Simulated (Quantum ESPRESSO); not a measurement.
# BeRhS3 (Pm-3m) in Quantum ESPRESSO: reference runs

How does BeRhS3 come out in PBE? The cell is run as given.

Everything below comes from runs of Quantum ESPRESSO 7.5. Logs are shortened: lines on timing, memory, paths and dates and some standing lists are left out, and cuts for length are marked.

## Step 1: The crystal as given

The structure is cubic, space group Pm-3m (No. 221). The conventional cell has a = 4.367 Å, b = 4.367 Å, c = 4.367 Å, α = 90.00°, β = 90.00°, γ = 90.00°. Around Be (site symmetry m-3m) lie 12 S at 3.09 Å. Rh (site symmetry m-3m) is surrounded by 6 S at 2.18 Å. S (site symmetry 4/mmm) is surrounded by 2 Rh at 2.18 Å.

The cell was built by a generator and needn't be a form met in nature.

## Step 2: Single point, PBE

The input, pw.in:

```
&CONTROL
  calculation = 'scf'
  prefix = 'pwscf'
  outdir = './tmp'
  pseudo_dir = './pseudo'
  tprnfor = .true.
  tstress = .true.
  disk_io = 'nowf'
/
&SYSTEM
  ibrav = 0
  nat = 5
  ntyp = 3
  ecutwfc = 60
  ecutrho = 440
  nbnd = 28
  occupations = 'smearing'
  smearing = 'fd'
  degauss = 0.00367493
/
&ELECTRONS
  conv_thr = 1d-09
  electron_maxstep = 120
  mixing_beta = 0.5
/
ATOMIC_SPECIES
Be     9.0122 be_pbe_v1.4.uspp.F.UPF
Rh   102.9055 Rh_ONCV_PBE-1.0.oncvpsp.upf
S     32.0600 s_pbe_v1.4.uspp.F.UPF
CELL_PARAMETERS angstrom
   4.3666854900    0.0000000000    0.0000000000
   0.0000000000    4.3666854900    0.0000000000
   0.0000000000    0.0000000000    4.3666854900
ATOMIC_POSITIONS crystal
Be     0.0000000000    0.0000000000    0.0000000000
Rh     0.5000000000    0.5000000000    0.5000000000
S      0.0000000000    0.5000000000    0.5000000000
S      0.5000000000    0.0000000000    0.5000000000
S      0.5000000000    0.5000000000    0.0000000000
K_POINTS automatic
6 6 6 0 0 0
```

Potentials or basis: SSSP 1.3 efficiency PBE.

The run is started by

```
> OMP_NUM_THREADS=1 pw.x -in pw.in > pw.out
```

pw.out:

```text
This program is part of the open-source Quantum ESPRESSO suite
     for quantum simulation of materials; please cite
         "P. Giannozzi et al., J. Phys.:Condens. Matter 21 395502 (2009);
         "P. Giannozzi et al., J. Phys.:Condens. Matter 29 465901 (2017);
         "P. Giannozzi et al., J. Chem. Phys. 152 154105 (2020);
     in publications or presentations arising from this work. More details at

     Message from routine setup:
     using ibrav=0 with symmetry is DISCOURAGED, use correct ibrav instead

     G-vector sticks info
     --------------------
     sticks:   dense  smooth     PW     G-vecs:    dense   smooth      PW
     Sum        2385    1305    377                87655    35273    5575

     Using Slab Decomposition

     bravais-lattice index     =            0
     lattice parameter (alat)  =       8.2518  a.u.
     unit-cell volume          =     561.8913 (a.u.)^3
     number of atoms/cell      =            5
     number of atomic types    =            3
     number of electrons       =        39.00
     number of Kohn-Sham states=           28
     kinetic-energy cutoff     =      60.0000  Ry
     charge density cutoff     =     440.0000  Ry
     scf convergence threshold =      1.0E-09
     mixing beta               =       0.5000
     number of iterations used =            8  plain     mixing
     Exchange-correlation=  SLA  PW   PBX  PBC
                           (   1   4   3   4   0   0   0)

     celldm(1)=   8.251840  celldm(2)=   0.000000  celldm(3)=   0.000000
     celldm(4)=   0.000000  celldm(5)=   0.000000  celldm(6)=   0.000000

     crystal axes: (cart. coord. in units of alat)
               a(1) = (   1.000000   0.000000   0.000000 )
               a(2) = (   0.000000   1.000000   0.000000 )
               a(3) = (   0.000000   0.000000   1.000000 )

     reciprocal axes: (cart. coord. in units 2 pi/alat)
               b(1) = (  1.000000  0.000000  0.000000 )
               b(2) = (  0.000000  1.000000  0.000000 )
               b(3) = (  0.000000  0.000000  1.000000 )

     PseudoPot. # 1 for Be read from file:
     be_pbe_v1.4.uspp.F.UPF
     Pseudo is Ultrasoft, Zval =  4.0
     Generated by new atomic code, or converted to UPF format
     Using radial grid of  769 points,  6 beta functions with:
                l(1) =   0
                l(2) =   0
                l(3) =   0
                l(4) =   1
                l(5) =   1
                l(6) =   2
     Q(r) pseudized with 10 coefficients,  rinner =    1.000   1.000   1.000
                                                       1.000   1.000

     PseudoPot. # 2 for Rh read from file:
     Rh_ONCV_PBE-1.0.oncvpsp.upf
     Pseudo is Norm-conserving, Zval = 17.0
     Generated using ONCVPSP code by D. R. Hamann
     Using radial grid of 1442 points,  6 beta functions with:
                l(1) =   0
                l(2) =   0
                l(3) =   1
                l(4) =   1
                l(5) =   2
                l(6) =   2

     PseudoPot. # 3 for S  read from file:
     s_pbe_v1.4.uspp.F.UPF
     Pseudo is Ultrasoft + core correction, Zval =  6.0
     Generated by new atomic code, or converted to UPF format
     Using radial grid of  907 points,  6 beta functions with:
                l(1) =   0
                l(2) =   0
                l(3) =   1
                l(4) =   1
                l(5) =   2
                l(6) =   2
     Q(r) pseudized with  8 coefficients,  rinner =    1.300   1.300   1.300
                                                       1.300   1.300

     atomic species   valence    mass     pseudopotential
     Be                4.00     9.01220     Be( 1.00)
     Rh               17.00   102.90550     Rh( 1.00)
     S                 6.00    32.06000     S ( 1.00)

     48 Sym. Ops., with inversion, found

   Cartesian axes

     site n.     atom                  positions (alat units)
         1        Be     tau(   1) = (   0.0000000   0.0000000   0.0000000  )
         2        Rh     tau(   2) = (   0.5000000   0.5000000   0.5000000  )
         3        S      tau(   3) = (   0.0000000   0.5000000   0.5000000  )
         4        S      tau(   4) = (   0.5000000   0.0000000   0.5000000  )
         5        S      tau(   5) = (   0.5000000   0.5000000   0.0000000  )

     number of k points=    20  Fermi-Dirac smearing, width (Ry)=  0.0037
                       cart. coord. in units 2pi/alat
        k(    1) = (   0.0000000   0.0000000   0.0000000), wk =   0.0092593
        k(    2) = (   0.0000000   0.0000000   0.1666667), wk =   0.0555556
        k(    3) = (   0.0000000   0.0000000   0.3333333), wk =   0.0555556
        k(    4) = (   0.0000000   0.0000000  -0.5000000), wk =   0.0277778
        k(    5) = (   0.0000000   0.1666667   0.1666667), wk =   0.1111111
        k(    6) = (   0.0000000   0.1666667   0.3333333), wk =   0.2222222
[... 12 lines left out ...]
        k(   19) = (   0.3333333  -0.5000000  -0.5000000), wk =   0.0555556
        k(   20) = (  -0.5000000  -0.5000000  -0.5000000), wk =   0.0092593

     Dense  grid:    87655 G-vectors     FFT dimensions: (  60,  60,  60)

     Smooth grid:    35273 G-vectors     FFT dimensions: (  45,  45,  45)

     Initial potential from superposition of free atoms

     starting charge      38.9993, renormalised to      39.0000
     Starting wfcs are   27 randomized atomic wfcs +    1 random wfcs

     Self-consistent Calculation

     iteration #  1     ecut=    60.00 Ry     beta= 0.50
     Davidson diagonalization with overlap
     ethr =  1.00E-02,  avg # of iterations =  6.3

     total energy              =    -316.83507852 Ry
     estimated scf accuracy    <       0.57671511 Ry

     iteration #  2     ecut=    60.00 Ry     beta= 0.50
     Davidson diagonalization with overlap
     ethr =  1.48E-03,  avg # of iterations =  3.5

     total energy              =    -316.72636360 Ry
     estimated scf accuracy    <       2.70936403 Ry

     iteration #  3     ecut=    60.00 Ry     beta= 0.50
     Davidson diagonalization with overlap
     ethr =  1.48E-03,  avg # of iterations =  2.0

     total energy              =    -317.09525214 Ry
     estimated scf accuracy    <       0.06322135 Ry

     iteration #  4     ecut=    60.00 Ry     beta= 0.50
     Davidson diagonalization with overlap
     ethr =  1.62E-04,  avg # of iterations =  1.7

     total energy              =    -317.10024964 Ry
     estimated scf accuracy    <       0.00404677 Ry

     iteration #  5     ecut=    60.00 Ry     beta= 0.50
     Davidson diagonalization with overlap
     ethr =  1.04E-05,  avg # of iterations =  6.0
[... 22 lines left out ...]
     total energy              =    -317.10133773 Ry
     estimated scf accuracy    <       0.00000026 Ry

     iteration #  9     ecut=    60.00 Ry     beta= 0.50
     Davidson diagonalization with overlap
     ethr =  6.72E-10,  avg # of iterations =  2.5

     total energy              =    -317.10133778 Ry
     estimated scf accuracy    <       0.00000002 Ry

     iteration # 10     ecut=    60.00 Ry     beta= 0.50
     Davidson diagonalization with overlap
     ethr =  5.86E-11,  avg # of iterations =  2.8

     total energy              =    -317.10133778 Ry
     estimated scf accuracy    <          4.7E-09 Ry

     iteration # 11     ecut=    60.00 Ry     beta= 0.50
     Davidson diagonalization with overlap
     ethr =  1.20E-11,  avg # of iterations =  2.2

     End of self-consistent calculation

          k = 0.0000 0.0000 0.0000 (  4385 PWs)   bands (ev):

   -93.8595 -70.1872 -38.2279 -38.2279 -38.2279  -5.8353  -3.6707  -3.6707
     4.0415   4.0415   4.0415   5.4242   5.4242   5.4242   7.7061   7.7061
     7.8690   7.8690   7.8690   8.0995   8.6455   8.6455   8.6455  14.5376
    14.5376  14.5376  15.2889  15.9150

          k = 0.0000 0.0000 0.1667 (  4421 PWs)   bands (ev):

   -93.8595 -70.1871 -38.2290 -38.2279 -38.2279  -5.6916  -3.6671  -3.6567
     3.3839   4.0457   4.0457   5.2372   5.2372   5.4323   6.6891   7.5608
     7.7978   8.1391   8.1391   8.7223   8.7223   8.7733   9.6169  13.9371
    14.0883  14.0883  15.9277  15.9432

          k = 0.0000 0.0000 0.3333 (  4400 PWs)   bands (ev):

   -93.8595 -70.1871 -38.2311 -38.2278 -38.2278  -5.3596  -3.6875  -3.6284
     2.3880   4.0415   4.0415   4.9680   4.9680   5.4489   5.6210   7.1959
     7.7819   8.4699   8.4699   8.9921   8.9921   9.9263  10.5726  13.1061
    13.4994  13.4994  17.0793  17.5222

          k = 0.0000 0.0000-0.5000 (  4436 PWs)   bands (ev):

   -93.8595 -70.1871 -38.2322 -38.2278 -38.2278  -5.1592  -3.7228  -3.6141
     1.9647   4.0308   4.0308   4.8699   4.8699   5.2220   5.4572   7.0261
     7.7809   8.5599   8.5599   9.1694   9.1694  10.3230  11.2066  12.5467
    13.2967  13.2967  18.1247  18.6046

          k = 0.0000 0.1667 0.1667 (  4411 PWs)   bands (ev):
[... 13 lines left out ...]
          k = 0.0000 0.1667-0.5000 (  4406 PWs)   bands (ev):

   -93.8595 -70.1870 -38.2321 -38.2289 -38.2278  -4.9973  -3.6833  -3.5956
     1.9686   3.3432   3.9249   4.0620   4.6146   5.6235   5.7329   7.2743
     7.4038   8.7867   9.0239   9.0512   9.2263  11.1541  11.2568  12.7538
    13.2299  13.3435  18.4943  18.6540

          k = 0.0000 0.3333 0.3333 (  4426 PWs)   bands (ev):

   -93.8595 -70.1870 -38.2310 -38.2310 -38.2278  -4.8429  -3.5950  -3.5944
     2.3484   2.5388   3.0236   4.1173   4.3935   5.7429   6.3731   6.5348
     7.8798   8.9805   9.1590   9.1659   9.2014  11.0641  12.2122  12.6544
    12.9467  14.5103  17.2323  18.7038

          k = 0.0000 0.3333-0.5000 (  4416 PWs)   bands (ev):

   -93.8595 -70.1870 -38.2321 -38.2310 -38.2278  -4.6241  -3.6002  -3.5645
     1.9562   2.5572   2.5644   4.1262   4.2872   5.7852   6.1655   6.6022
     7.7897   9.2455   9.2515   9.3655   9.3748  11.1931  11.8821  12.9153
    13.5797  14.6149  17.9406  18.0032

          k = 0.0000-0.5000-0.5000 (  4388 PWs)   bands (ev):

   -93.8595 -70.1870 -38.2321 -38.2321 -38.2277  -4.4006  -3.5563  -3.5563
     1.8057   2.1114   2.2686   4.1593   4.1593   5.8360   6.3303   6.3303
     7.7328   9.2956   9.4792   9.4792   9.8185  11.1466  11.4832  13.7360
    13.7360  15.7056  17.3707  17.3707

          k = 0.1667 0.1667 0.1667 (  4428 PWs)   bands (ev):

   -93.8595 -70.1871 -38.2289 -38.2289 -38.2289  -5.3931  -3.6319  -3.6319
     3.2438   3.5107   3.5107   4.6296   4.6296   5.1331   7.3743   7.3743
     7.4095   8.1319   8.1319   8.2624   9.9666  10.5049  10.5049  12.3757
    14.1810  14.1810  16.6769  17.0128

          k = 0.1667 0.1667 0.3333 (  4397 PWs)   bands (ev):

   -93.8595 -70.1870 -38.2311 -38.2289 -38.2289  -5.0422  -3.6250  -3.5928
     2.4096   3.3618   3.5160   4.0324   4.1389   4.9953   6.6070   7.7143
     7.8011   7.8654   8.7193   8.8456  10.5307  10.6821  11.5986  12.0948
    13.8611  14.0118  17.5192  17.6437

          k = 0.1667 0.1667-0.5000 (  4374 PWs)   bands (ev):

   -93.8595 -70.1870 -38.2321 -38.2289 -38.2289  -4.8283  -3.6445  -3.5728
     1.9722   3.2979   3.5091   3.8095   3.9559   4.9973   6.3458   7.6468
     7.8136   8.0165   8.9781   9.2030  10.4968  10.8674  11.6473  12.7693
    13.5670  13.6974  18.5582  18.7428

          k = 0.1667 0.3333 0.3333 (  4402 PWs)   bands (ev):

   -93.8595 -70.1870 -38.2310 -38.2310 -38.2288  -4.6663  -3.5640  -3.5615
     2.3709   2.5498   3.0647   3.5046   3.8452   4.5775   7.0294   7.2656
     8.0285   8.5920   8.9736   9.0697  10.3247  11.0802  12.3638  13.1580
    13.7073  14.5246  17.3622  18.1079

          k = 0.1667 0.3333-0.5000 (  4404 PWs)   bands (ev):

   -93.8595 -70.1870 -38.2321 -38.2310 -38.2288  -4.4358  -3.5627  -3.5322
     1.9592   2.5683   2.6194   3.5142   3.6968   4.5226   6.9049   7.3517
     7.8954   8.8826   9.1754   9.4139  10.1676  11.0769  12.9826  13.2914
    13.9512  14.6090  18.0208  18.1269

          k = 0.1667-0.5000-0.5000 (  4436 PWs)   bands (ev):

   -93.8595 -70.1869 -38.2321 -38.2321 -38.2288  -4.1976  -3.5195  -3.5195
     1.8045   2.1159   2.3286   3.5611   3.5611   4.4259   7.1361   7.1361
     7.7301   9.3907   9.3907   9.7961   9.8323  11.0524  13.0255  14.0550
    14.0550  15.7290  17.4171  17.4173

          k = 0.3333 0.3333 0.3333 (  4410 PWs)   bands (ev):

   -93.8595 -70.1869 -38.2310 -38.2310 -38.2310  -4.2509  -3.5007  -3.5007
     2.3680   2.5871   2.5871   3.1314   3.1314   3.2159   7.5237   8.1825
     8.1825   8.9039   8.9039   9.2325   9.3557  13.2223  13.4256  13.4256
    14.5703  14.5703  17.2313  17.9386

          k = 0.3333 0.3333-0.5000 (  4442 PWs)   bands (ev):

   -93.8595 -70.1869 -38.2320 -38.2310 -38.2309  -3.9904  -3.4838  -3.4678
     1.9388   2.5568   2.6568   2.6964   2.8023   3.2128   7.5554   8.1810
     8.2961   8.8346   8.9932   9.5282   9.5419  13.4572  13.9900  14.0971
    14.6014  14.7521  17.6250  17.7823

          k = 0.3333-0.5000-0.5000 (  4428 PWs)   bands (ev):

   -93.8595 -70.1869 -38.2320 -38.2320 -38.2309  -3.7103  -3.4422  -3.4422
     1.7520   2.1251   2.4581   2.6852   2.8154   2.8154   7.7142   8.1746
     8.1746   8.7589   9.4959   9.4959   9.8602  13.8415  14.4875  14.7138
    14.7138  15.7828  17.1085  17.1086

          k =-0.5000-0.5000-0.5000 (  4416 PWs)   bands (ev):

   -93.8595 -70.1869 -38.2320 -38.2320 -38.2320  -3.4015  -3.4015  -3.4015
     1.5327   2.1296   2.1296   2.5283   2.5283   2.5283   7.6914   8.3957
     8.3957   8.3957   9.8743   9.8743   9.8743  15.0945  15.0945  15.0945
    15.8142  15.8142  16.5333  16.5333

     the Fermi energy is     9.1445 ev

!    total energy              =    -317.10133778 Ry
     estimated scf accuracy    <          4.8E-11 Ry
     smearing contrib. (-TS)   =      -0.00396463 Ry
     internal energy E=F+TS    =    -317.09737315 Ry

     The total energy is F=E-TS. E is the sum of the following terms:
     one-electron contribution =    -174.47905403 Ry
     hartree contribution      =      97.55589661 Ry
     xc contribution           =     -52.42390320 Ry
     ewald contribution        =    -187.75031253 Ry

     convergence has been achieved in  11 iterations

     Forces acting on atoms (cartesian axes, Ry/au):

     atom    1 type  1   force =     0.00000000    0.00000000    0.00000000
     atom    2 type  2   force =     0.00000000    0.00000000    0.00000000
     atom    3 type  3   force =     0.00000000    0.00000000    0.00000000
     atom    4 type  3   force =     0.00000000    0.00000000    0.00000000
     atom    5 type  3   force =     0.00000000    0.00000000    0.00000000

     Total force =     0.000000     Total SCF correction =     0.000000

     Computing stress (Cartesian axis) and pressure

          total   stress  (Ry/bohr**3)                   (kbar)     P=      206.16
   0.00140145   0.00000000   0.00000000          206.16        0.00        0.00
   0.00000000   0.00140145   0.00000000            0.00      206.16        0.00
   0.00000000   0.00000000   0.00140145            0.00        0.00      206.16

=------------------------------------------------------------------------------=
   JOB DONE.
=------------------------------------------------------------------------------=
```

Run time: 51 s. Hardware: 1 thread of Intel Xeon Platinum 8488C (Sapphire Rapids), shared host; peak memory 0.39 GiB.

Results:

```
Free energy            : -4314.3835 eV
Pressure               : 20.6 GPa
Band gap on the k mesh : none (metal or under the smearing width)
```

Caveat: so large a pressure means that the cell lies far from this level's equilibrium, or that cutoff or potentials fall short.
